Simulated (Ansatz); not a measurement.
# CH3Cl2In: a ladder of functionals and wavefunction methods

The task here is to estimate one member of a computed series from the others.

Method: functionals in def2-TZVPP, the program's frozen cores in correlated methods; program: Ansatz 0.2.0, Gaussian basis.

The runs, in order: LDA (SPW92), PBE-D4, revPBE-D4, BLYP-D4, r2SCAN-D4, B97M-V, PBE0-D4, B3LYP-D4, r2SCANh-D4, r2SCAN0-D4, HSE06-D4, BHLYP-D4, CAM-B3LYP-D4, LC-ωPBE, ωB97X-V, ωB97M-V, B2PLYP, PBE-QIDH; CCSD(T)/def2-SVP; CCSD(T)/def2-TZVPP; MP2/def2-QZVPP; extrapolation to the limit; RPA on PBE.

**The geometry**

The geometry comes from an earlier relaxation with PBE0-D4 in a triple-zeta def2 set; it is a stationary point, not always the lowest conformer. In takes the def2 core potential; no spin-orbit term is included.

7 atoms, charge 0, spin multiplicity 1.

Atoms are counted from 1 here; the program's logs count them from 0.

Bond lengths: Cl1–C2 1.766 Å, C2–Cl3 1.805 Å, C2–In4 2.188 Å, C2–H5 1.086 Å, In4–H6 1.711 Å, In4–H7 1.716 Å. Angles: Cl1–C2–Cl3 111.1°, Cl1–C2–In4 116.2°, Cl1–C2–H5 107.0°, Cl3–C2–In4 98.5°, Cl3–C2–H5 105.4°, In4–C2–H5 117.9°, C2–In4–H6 114.7°, C2–In4–H7 116.2°, H6–In4–H7 129.0°.

Coordinates:

```mol
CH3Cl2In
  3D, bonds by distance, orders not assigned

  7  6  0  0  0  0  0  0  0  0999 V2000
   -0.8172   -1.6404    1.4291 Cl  0  0
    0.1741   -0.9038    0.1660 C   0  0
    1.8317   -0.5293    0.7751 Cl  0  0
   -0.4023    1.1117   -0.4610 In  0  0
    0.3141   -1.6551   -0.6057 H   0  0
   -1.0465    2.0905    0.7854 H   0  0
   -0.0540    1.5264   -2.0890 H   0  0
  1  2  8  0
  2  3  8  0
  2  4  8  0
  2  5  8  0
  4  6  8  0
  4  7  8  0
M  END
```

The first run:

Contents of in.yaml:

```yaml
crystal:
  periodic: [false, false, false]
  atoms:
    - {symbol: Cl, position_ang: [-0.817204, -1.640352, 1.429124]}
    - {symbol: C, position_ang: [0.174076, -0.903848, 0.166046]}
    - {symbol: Cl, position_ang: [1.831737, -0.529316, 0.775123]}
    - {symbol: In, position_ang: [-0.402316, 1.111679, -0.460994]}
    - {symbol: H, position_ang: [0.314121, -1.655091, -0.605704]}
    - {symbol: H, position_ang: [-1.046457, 2.090472, 0.785375]}
    - {symbol: H, position_ang: [-0.053957, 1.526446, -2.088970]}
basis:
  gaussian: {orbitals: def2-TZVPP}
hamiltonian: {xc: lda}
output: {orbitals: {seedname: orbitals}}
```

Steps of the session up to this table: LDA; PBE-D4 (GGA); revPBE-D4 (GGA); BLYP-D4 (GGA); r2SCAN-D4 (meta-GGA); B97M-V (meta-GGA); PBE0-D4 (hybrid); B3LYP-D4 (hybrid); r2SCANh-D4 (hybrid); r2SCAN0-D4 (hybrid); HSE06-D4 (hybrid); BHLYP-D4 (hybrid); CAM-B3LYP-D4 (range-separated); LC-ωPBE (range-separated); ωB97X-V (range-separated); ωB97M-V (range-separated); B2PLYP (double hybrid); PBE-QIDH (double hybrid).

One table of the session follows, with a row left open; its other results are not shown here.

It belongs to the step «Orbital energies across the functionals». 

```
  functional  HOMO (eV)  LUMO (eV)  gap (eV)
 LDA (SPW92)          ?          ?         ?
      PBE-D4      -6.05      -2.58      3.48
   revPBE-D4      -5.99      -2.45      3.54
     BLYP-D4      -5.93      -2.54      3.39
   r2SCAN-D4      -6.30      -2.32      3.98
      B97M-V      -6.38      -2.60      3.78
     PBE0-D4      -7.25      -1.86      5.39
    B3LYP-D4      -7.04      -2.14      4.91
  r2SCANh-D4      -6.74      -2.07      4.67
  r2SCAN0-D4      -7.41      -1.71      5.71
    HSE06-D4      -6.85      -2.22      4.63
    BHLYP-D4      -8.36      -1.22      7.14
CAM-B3LYP-D4      -8.56      -1.07      7.50
     LC-ωPBE      -9.88       0.07      9.94
     ωB97X-V      -9.54      -0.08      9.45
     ωB97M-V      -9.39      -0.36      9.03
```

Estimate the missing values for LDA (SPW92).

As computed: HOMO (eV): -6.20; LUMO (eV): -2.86; gap (eV): 3.34. In the column «HOMO (eV)» it lies between r2SCAN-D4 (-6.30) and PBE-D4 (-6.05).
